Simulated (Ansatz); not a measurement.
# LuH2: the cost of one run

Computed with the Python package of Ansatz 0.2.0. Level of theory: DFT PBEsol, plane waves, PAW.

## (1) The system

The structure is cubic, space group Fm-3m (No. 225). Conventional cell: a = 5.033 Å, b = 5.033 Å, c = 5.033 Å, α = 90.00°, β = 90.00°, γ = 90.00°. Lu (site symmetry m-3m) is surrounded by 8 H at 2.18 Å. H (site symmetry -43m) has 4 Lu at 2.18 Å as nearest neighbours.

No structure file is read: the coordinates are typed or built in the script.

## (2) Script

Input file vcrelax_luh2.py:

```python
"""Cell relaxation of LuH2."""

import ansatz
import matplotlib.pyplot as plt
import numpy as np

def edges_and_angles(cell):
    cell = np.asarray(cell)
    a, b, c = np.linalg.norm(cell, axis=1)
    cosines = cell[1] @ cell[2] / (b * c), cell[0] @ cell[2] / (a * c), cell[0] @ cell[1] / (a * b)
    return (a, b, c, *np.degrees(np.arccos(cosines)))

system = (
    ansatz.Lattice.of((0.0, 2.5165, 2.5165), (2.5165, 0.0, 2.5165), (2.5165, 2.5165, 0.0))
    .atom("Lu", (0.0, 0.0, 0.0))
    .atom("H", (0.25, 0.25, 0.25))
    .atom("H", (0.75, 0.75, 0.75))
)

# a pressure is positive in compression
base = (
    system.calculation()
    .functional("PBEsol")
    .kpoints(11, 11, 11, center="gamma")
    .occupations("fermi_dirac", width=0.1)
    .scf(tolerance=1e-09)
    .pseudopotentials("paw")
    .relax(force_tolerance=0.005, pressure=20)
)
steps = []


def follow(event):
    if event["event"] != "relax_step":
        return
    row = event["data"]
    steps.append(row)
    print(f"step {row['step']:3d}  E = {row['lagrangian_ev']:.5f} eV  largest force component = {row['allowed_force_max_ev_ang']:.4f} eV/A  P = {row['pressure_gpa']:.3f} GPa")


res = base.session().plan(threads=1).execute(on_event=follow)
summary = res.report

first, last = steps[0], steps[-1]
symbols = [site.symbol for site in res.lattice.sites]
print(f"energy gained {first['lagrangian_ev'] - last['lagrangian_ev']:.4f} eV in {len(steps) - 1} steps")
for label, vectors in (("before", first["cell_ang"]), ("after", res.lattice.cell_ang)):
    print(label, "a b c (A) {:.4f} {:.4f} {:.4f}  angles {:.2f} {:.2f} {:.2f}".format(*edges_and_angles(vectors)), f" V = {abs(np.linalg.det(vectors)):.3f} A^3")
print("final stress xx yy zz (GPa, compression positive):", np.round(np.diag(summary["stress_gpa"]), 3) + 0.0)

print("relaxed fractional positions")
for site in res.lattice.sites:
    print(f"  {site.symbol:2s}", " ".join(f"{v % 1:8.5f}" for v in np.round(site.position_frac, 5)))

fig, (top, bottom) = plt.subplots(2, 1, sharex=True, figsize=(4.5, 4))
top.plot([s["lagrangian_ev"] - last["lagrangian_ev"] for s in steps], "o-")
top.set_ylabel("E - E(final) (eV)")
bottom.semilogy([max(s["allowed_force_max_ev_ang"], 1e-6) for s in steps], "s-")
bottom.set(xlabel="step", ylabel="largest force (eV/A)")
fig.tight_layout()
fig.savefig("relax.png", dpi=100)

energy = summary["free_energy_ev"]
print("F of the LuH2 cell: {:.6f} eV = {:.6f} Ry = {:.6f} Ha".format(energy, energy / 13.605693, energy / 27.211386))
print("Fermi level {:.4f} eV, {} k-points, {} symmetry operations".format(summary["fermi_energy_ev"], summary["n_kpoints"], summary["n_symmetry_ops"]))
```

## (3) The input behind the calls

The package turns the script's settings into the engine's input:

```yaml
crystal:
  lattice:
    - [0.0, 2.5165, 2.5165]
    - [2.5165, 0.0, 2.5165]
    - [2.5165, 2.5165, 0.0]
  atoms:
    - { symbol: Lu, position: [0.0, 0.0, 0.0] }
    - { symbol: H, position: [0.25, 0.25, 0.25] }
    - { symbol: H, position: [0.75, 0.75, 0.75] }
kpoints:
  mp_grid:
    grid: [11, 11, 11]
    shift: [0.0, 0.0, 0.0]
hamiltonian:
  xc: pbesol
  pseudopotentials:
    kind: paw
scf:
  convergence:
    dr2_threshold: 1.0e-09
  occupations:
    method: fermi_dirac
    width: 0.1
relax:
  f_tol: 0.005
  cell:
    p_target: 20.0
```

## (4) Running it

Started as:

```
> python vcrelax_luh2.py
```

**Question.** How long does this script take on 1 thread of Arm Neoverse V1, shared host, and how much memory does it need?

About 18 s, with a peak of 0.43 GiB.
